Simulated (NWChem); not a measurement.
# USPZ81/MINI run of C2H2BN (SMILES B[C]C#N), part 2 of 2

NWChem 7.3.0.

### 3 The distorted shape at the same level

Input file c2h2bn.nw:

```
start c2h2bn
memory total 2200 mb

geometry units angstrom noautoz
 B       -0.597212       0.990677      -0.130600
 C        0.149274      -0.344658       0.031910
 C        0.604284      -1.370958       0.265651
 N        1.388194      -2.276756       0.434433
 H       -1.005297       1.245028      -1.268345
 H       -0.710592       1.747923       0.739652
end

basis spherical bse
 * library MINI
end

dft
 xc slater perdew81
 mult 3
 grid coarse
 convergence energy 1e-08
 iterations 200
 mulliken
end

property
 octupole
 efield
 dipole
 moldenfile
 molden_norm janpa
end

task dft property
```

Started as:

```sh
$ nwchem c2h2bn.nw > c2h2bn.out
```

The log of the run:

```text
Northwest Computational Chemistry Package (NWChem) 7.3.0
             --------------------------------------------------------

           Job information
           ---------------

    nwchem branch   = 7.3.0
    use scalapack   = T
    input           = c2h2bn.nw
    prefix          = c2h2bn.
    data base       = ./c2h2bn.db
    status          = startup
    nproc           =        1

           Memory information
           ------------------

    heap     =     72089598 doubles =      550.0 Mbytes
    stack    =     72089595 doubles =      550.0 Mbytes
    global   =    144179200 doubles =     1100.0 Mbytes (distinct from heap & stack)
    total    =    288358393 doubles =     2200.0 Mbytes
    verify   = yes
    hardfail = no

           Directory information
           ---------------------

  0 permanent = .
  0 scratch   = .

                                NWChem Input Module
                                -------------------

 Scaling coordinates for geometry "geometry" by  1.889725989
 (inverse scale =  0.529177249)

 C1  symmetry detected

                             Geometry "geometry" -> ""
                             -------------------------

 Output coordinates in angstroms (scale by  1.889725989 to convert to a.u.)

  No.       Tag          Charge          X              Y              Z
 ---- ---------------- ---------- -------------- -------------- --------------
    1 B                    5.0000     0.03647388    -1.96728944     0.02210549
    2 C                    6.0000    -0.04288137    -0.43098093     0.00696241
    3 C                    6.0000    -0.01935020     0.70669312    -0.13482859
    4 N                    7.0000     0.02688865     1.89720694     0.07495962
    5 H                    1.0000    -1.04350688    -2.56205171     0.09687779
    6 H                    1.0000     1.04630641    -2.53622277     0.03507448

      Atomic Mass
      -----------

      B                 11.009310
      C                 12.000000
      N                 14.003070
      H                  1.007825

 Effective nuclear repulsion energy (a.u.)      76.4003899686

            Nuclear Dipole moment (a.u.)
            ----------------------------
        X                 Y               Z
 ---------------- ---------------- ----------------
     0.0000000000     0.0000000000     0.0000000000

            XYZ format geometry
            -------------------
     6
 geometry
 B                     0.03647388    -1.96728944     0.02210549
 C                    -0.04288137    -0.43098093     0.00696241
 C                    -0.01935020     0.70669312    -0.13482859
 N                     0.02688865     1.89720694     0.07495962
 H                    -1.04350688    -2.56205171     0.09687779
 H                     1.04630641    -2.53622277     0.03507448

 ==============================================================================
                                internuclear distances
 ------------------------------------------------------------------------------
       center one      |      center two      | atomic units |  angstroms
 ------------------------------------------------------------------------------
    2 C                |   1 B                |     2.90721  |     1.53843
    3 C                |   2 C                |     2.16698  |     1.14672
    4 N                |   3 C                |     2.28608  |     1.20974
    5 H                |   1 B                |     2.33417  |     1.23519
    6 H                |   1 B                |     2.19046  |     1.15914
 ------------------------------------------------------------------------------
                         number of included internuclear distances:          5
 ==============================================================================

 ==============================================================================
                                 internuclear angles
 ------------------------------------------------------------------------------
        center 1       |       center 2       |       center 3       |  degrees
 ------------------------------------------------------------------------------
    2 C                |   1 B                |   5 H                |   115.87
    2 C                |   1 B                |   6 H                |   122.36
    5 H                |   1 B                |   6 H                |   121.65
    1 B                |   2 C                |   3 C                |   172.27
    2 C                |   3 C                |   4 N                |   162.88
 ------------------------------------------------------------------------------
                            number of included internuclear angles:          5
 ==============================================================================

 Summary of "ao basis" -> "" (spherical)
 ------------------------------------------------------------------------------
       Tag                 Description            Shells   Functions and Types
 ---------------- ------------------------------  ------  ---------------------
 *                            MINI                    on all atoms

                              NWChem Property Module
                              ----------------------

  itol2e modified to match energy
  convergence criterion.

                                 NWChem DFT Module
                                 -----------------

                      Basis "ao basis" -> "ao basis" (spherical)
                      -----
  [basis functions not shown]

[... 34 lines left out ...]
          Convergence on energy requested:  1.00D-08
          Convergence on density requested:  1.00D-05
          Convergence on gradient requested:  5.00D-04
[... 19 lines left out ...]
          Spatial weights used:  Erf1
[... 1 line left out ...]
          Convergence Information
[... 1 line left out ...]
          Convergence aids based upon iterative change in
          total energy or number of iterations.
[... 69 lines left out ...]
   convergence    iter        energy       DeltaE   RMS-Dens  Diis-err    time
[... 13 lines left out ...]
         Total DFT energy =     -154.056404167944
      One electron energy =     -355.370061159936
           Coulomb energy =      145.381611520235
    Exchange-Corr. energy =      -20.468344496851
 Nuclear repulsion energy =       76.400389968608
[... 5 lines left out ...]
                    DFT Final Alpha Molecular Orbital Analysis
[... 162 lines left out ...]
                     DFT Final Beta Molecular Orbital Analysis
[... 181 lines left out ...]
     --------------------------------------------
      Spin Density - Mulliken Population Analysis
     --------------------------------------------

    Atom       Charge   Shell Charges
 -----------   ------   -------------------------------------------------------
    1 B    5     0.13  -0.00 -0.00  0.14
    2 C    6     0.94   0.00  0.05  0.90
    3 C    6    -0.22  -0.00 -0.04 -0.18
    4 N    7     1.09   0.00  0.02  1.07
    5 H    1     0.03   0.03
    6 H    1     0.02   0.02

     -------------------------------------------
      Total Density - Lowdin Population Analysis
     -------------------------------------------

    Atom       Charge   Shell Charges
 -----------   ------   -------------------------------------------------------
    1 B    5     5.09   1.99  0.91  2.19
    2 C    6     6.04   1.99  0.98  3.07
    3 C    6     6.03   1.99  0.84  3.19
    4 N    7     6.99   2.00  1.64  3.36
    5 H    1     0.92   0.92
    6 H    1     0.93   0.93

     ------------------------------------------
      Spin Density - Lowdin Population Analysis
     ------------------------------------------

    Atom       Charge   Shell Charges
 -----------   ------   -------------------------------------------------------
    1 B    5     0.15  -0.00 -0.00  0.16
    2 C    6     0.88   0.00  0.02  0.85
    3 C    6    -0.16  -0.00 -0.02 -0.14
    4 N    7     1.07   0.00  0.01  1.06
    5 H    1     0.03   0.03
    6 H    1     0.02   0.02

   alpha - beta orbital overlaps
   -----------------------------

   alpha      1      2      3      4      5      6      7      8      9     10
    beta      1      2      3      4      5      6      7      8      9     10
 overlap   1.000  1.000  1.000  1.000  0.998  0.998  0.998  0.906  0.901  0.879

   alpha     11     12     13     14     15     16     17     18     19     20
    beta     11     12     13     14     15     16     17     18     19     20
 overlap   0.972  0.979  0.987  0.993  0.987  0.997  0.998  0.991  0.991  0.999

   alpha     21     22
    beta     21     22
 overlap   0.999  1.000

     --------------------------
     Expectation value of S2:
     --------------------------
      <S2> =      2.0104 (Exact =     2.0000)

 center of mass
 --------------
 x =   0.00126351 y =   0.11401009 z =  -0.00401358

 moments of inertia (a.u.)
 ------------------
         408.739648164436          -0.000000000000           0.000000000000
          -0.000000000000           9.160903508835          -0.000000000000
           0.000000000000          -0.000000000000         415.663227934523

     Multipole analysis of the density
     ---------------------------------

     L   x y z        total         alpha         beta         nuclear
     -   - - -        -----         -----         ----         -------
     0   0 0 0     -0.000000    -14.000000    -12.000000     26.000000

     1   1 0 0     -0.030665      0.011398     -0.042064      0.000000
[... 8 lines of this table left out ...]
     2   0 0 2    -19.769766    -11.430864     -8.916539      0.577637

          -------------
          Dipole Moment
          -------------

 Center of charge (in au) is the expansion point
         X =       0.0000000 Y =       0.0000000 Z =       0.0000000

   Dipole moment        0.5143726331 A.U.
             DMX       -0.0306653327 DMXEFC        0.0000000000
             DMY       -0.5079979793 DMYEFC        0.0000000000
             DMZ       -0.0746786181 DMZEFC        0.0000000000
   -EFC- dipole         0.0000000000 A.U.
   Total dipole         0.5143726331 A.U.

   Dipole moment        1.3074147054 Debye(s)
             DMX       -0.0779440901 DMXEFC        0.0000000000
             DMY       -1.2912118294 DMYEFC        0.0000000000
             DMZ       -0.1898155485 DMZEFC        0.0000000000
   -EFC- dipole         0.0000000000 DEBYE(S)
   Total dipole         1.3074147054 DEBYE(S)

 1 a.u. = 2.541766 Debyes

          ---------------
          Octupole Moment
          ---------------

 Center of charge (in au) is the expansion point
         X =       0.0000000 Y =       0.0000000 Z =       0.0000000

   Third moments in atomic units

   Component  Electronic+nuclear     Point charges             Total
  --------------------------------------------------------------------------
      XXX          -0.5374534259          0.0000000000         -0.5374534259
      YYY          28.3852331800          0.0000000000         28.3852331800
      ZZZ           0.2428242862          0.0000000000          0.2428242862
[... 6 lines of this table left out ...]
      XYZ          -0.1072732093          0.0000000000         -0.1072732093

   Third moments in 10**(-34) esu*cm**3

   Component  Electronic+nuclear     Point charges             Total
  --------------------------------------------------------------------------
      XXX          -0.3824991538          0.0000000000         -0.3824991538
      YYY          20.2014298314          0.0000000000         20.2014298314
      ZZZ           0.1728151306          0.0000000000          0.1728151306
[... 6 lines of this table left out ...]
      XYZ          -0.0763450558          0.0000000000         -0.0763450558

   Octupole moments in atomic units

   Component  Electronic+nuclear     Point charges             Total
  --------------------------------------------------------------------------
      XXX           0.9338802768          0.0000000000          0.9338802768
      YYY          -6.9109265794          0.0000000000         -6.9109265794
      ZZZ           3.3412754056          0.0000000000          3.3412754056
[... 6 lines of this table left out ...]
      XYZ          -0.2681830232          0.0000000000         -0.2681830232

   Octupole moments in 10**(-34) esu*cm**3

   Component  Electronic+nuclear     Point charges             Total
  --------------------------------------------------------------------------
      XXX           0.6646313864          0.0000000000          0.6646313864
      YYY          -4.9184235155          0.0000000000         -4.9184235155
      ZZZ           2.3779456109          0.0000000000          2.3779456109
[... 6 lines of this table left out ...]
      XYZ          -0.1908626394          0.0000000000         -0.1908626394

 1 a.u. = 0.711688 10**(-34) esu*cm**3
 scftyp:UHF
 theory:dft

          --------------
          Electric field
          --------------

 1 a.u. = 0.171524 10**(-8) dyn/esu

   Atom       X         Y         Z                        Electric field (a.u.)
                                              X              Y              Z           Field
  ------------------------------------------------------------------------------------------------
    1 B    0.06893  -3.71764   0.04177      -0.010750      -0.006494       0.002821       0.012872
    2 C   -0.08103  -0.81444   0.01316      -0.000351      -0.124028       0.012836       0.124691
    3 C   -0.03657   1.33546  -0.25479      -0.000464       0.002981      -0.027946       0.028108
    4 N    0.05081   3.58520   0.14165       0.009172       0.215523       0.045675       0.220501
    5 H   -1.97194  -4.84158   0.18307      -0.105494      -0.061654       0.006015       0.122337
    6 H    1.97723  -4.79277   0.06628       0.161275      -0.090625       0.000562       0.184994
 MOLDEN output will be written to the file ./c2h2bn.molden
  do_norm_janpa  T
  do_norm_nwchem  F
  molden scftype: UHF                  spinref:                     2

 Task  times  cpu:        1.2s     wall:        1.2s
 Total times  cpu:        1.2s     wall:        1.2s
```

Wall time 1.7 s (1 thread of INTEL XEON PLATINUM 8581C at 2.10GHz (Emerald Rapids), shared host); peak memory 0.17 GiB.

Atomic charges (e):

```
atom  Mulliken  Löwdin
  B1    -0.050  -0.090
  C2    -0.150  -0.040
  C3    +0.040  -0.030
  N4    -0.090  +0.010
  H5    +0.130  +0.080
  H6    +0.120  +0.070
```

### 4 What came out

This closing draws on all 2 parts.

Level: USPZ81/MINI.

| quantity | value |
| --- | --- |
| first shape: total energy | -154.11919 Eh |
| first shape: dipole moment | 1.32 D |
| first shape: HOMO energy (highest over α and β) | -8.48 eV |
| first shape: ⟨S²⟩ | 2.010 |
| distorted shape: total energy | -154.05640 Eh |
| distorted shape: dipole moment | 1.31 D |
| distorted shape: HOMO energy (highest over α and β) | -8.62 eV |
| distorted shape: LUMO energy (lowest over α and β) | -8.29 eV |
| distorted shape: ⟨S²⟩ | 2.010 |
| energy change with the atoms displaced | 1.709 eV |

What this shows: With the atoms displaced the energy rises by 1.71 eV (39 kcal/mol). The first shape isn't relaxed at this level, so the change isn't measured from a minimum. The minimal basis adds a large error of its own.
